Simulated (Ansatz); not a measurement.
# The bromine atom (doublet): wave-function methods side by side, cc-pVQZ

Aim: climb from Hartree-Fock through coupled cluster and multireference methods for the bromine atom (doublet) at one geometry and basis, and see what each rung misses.

The runs use Ansatz 0.2.0, Gaussian basis; cc-pVQZ, core rule «outside noble gas», up to 14 orbitals frozen.

Plan: UHF; CCSD(T) on ROHF; CCSD(T) on UHF; BCCD(T) on ROHF; CISD; CCSDT(Q) on ROHF; CCSDT(Q) on UHF; CASSCF and MRCISD+Q, 7 electrons in 4 orbitals; CASSCF and MRCISD+Q(relaxed), 7 electrons in 4 orbitals; CASSCF and NEVPT4(SD), 7 electrons in 4 orbitals; CASSCF and NEVPT2, 7 electrons in 4 orbitals.

2 further runs of the same task are left out: 2 set aside as unsound or not needed.

## 1. The atom

A free atom, in its lowest state of this spin that the program finds. No spin-orbit coupling is included. The filled d shell of Br may be among the frozen orbitals whatever the setting's name suggests; the logs give the count.

1 atom, charge 0, spin multiplicity 2.

## 2. UHF

Input file in.yaml:

```yaml
crystal:
  periodic: [false, false, false]
  atoms:
    - {symbol: Br, position_ang: [0.000000, 0.000000, 0.000000]}
basis:
  gaussian: {orbitals: cc-pVQZ}
magnetization: {spin_polarized: true, initial_magnetization: 1}
hamiltonian: {xc: hf}
output: {orbitals: {seedname: orbitals}}
```

Started as:

```sh
$ ansatz run in.yaml --threads 1 --pin off --events-out ev --progress --plain --max-ram 2393MiB
```

After this run come: CCSD(T) on ROHF; CCSD(T) on UHF; BCCD(T) on ROHF; CISD; CCSDT(Q) on ROHF; CCSDT(Q) on UHF; CASSCF and MRCISD+Q, 7 electrons in 4 orbitals; CASSCF and MRCISD+Q(relaxed), 7 electrons in 4 orbitals; CASSCF and NEVPT4(SD), 7 electrons in 4 orbitals; CASSCF and NEVPT2, 7 electrons in 4 orbitals.

Before running them: what should the planned runs give, taken together? Wanted: UCCSDT(Q) below the RHF energy; RMP2 from UCCSDT(Q); UMP2 from UCCSDT(Q); RCCSD from UCCSDT(Q); RCCSD(T) from UCCSDT(Q); UCCSD(T) from UCCSDT(Q); RCCSDT(Q) from UCCSDT(Q); NEVPT2 valence from UCCSDT(Q); NEVPT4(SD) valence from UCCSDT(Q).

As calculated:

```
                         quantity                                                   value
   UCCSDT(Q) below the RHF energy                                              -4.8919 eV
              RMP2 from UCCSDT(Q)                                            +64.9 kJ/mol
              UMP2 from UCCSDT(Q)                                            +67.2 kJ/mol
             RCCSD from UCCSDT(Q)                                            +17.8 kJ/mol
          RCCSD(T) from UCCSDT(Q)                                             +2.3 kJ/mol
          UCCSD(T) from UCCSDT(Q)                                             +2.0 kJ/mol
         RCCSDT(Q) from UCCSDT(Q)                                             +0.3 kJ/mol
    NEVPT2 valence from UCCSDT(Q)                                           +110.6 kJ/mol
NEVPT4(SD) valence from UCCSDT(Q)                                            +13.8 kJ/mol
  MRCISD+Q valence from UCCSDT(Q)                                             +5.4 kJ/mol
levels within 1 kcal/mol (43 meV)  RCCSD(T), UCCSD(T), BCCD(T), RCCSDT, UCCSDT, RCCSDT(Q)
                    T1 diagnostic                                                   0.013
   effectively unpaired electrons                                                    1.00
```

RCCSD(T) misses by +2.3 kJ/mol, 0.5 % of the correlation energy. One determinant dominates. Of the multireference levels listed MRCISD+Q valence comes nearest in total energy (+5.4 kJ/mol), which doesn't show that its space is the better one. These misses are within one basis, not against nature; the frozen cores of restricted and unrestricted runs differ, which can shift their rows.
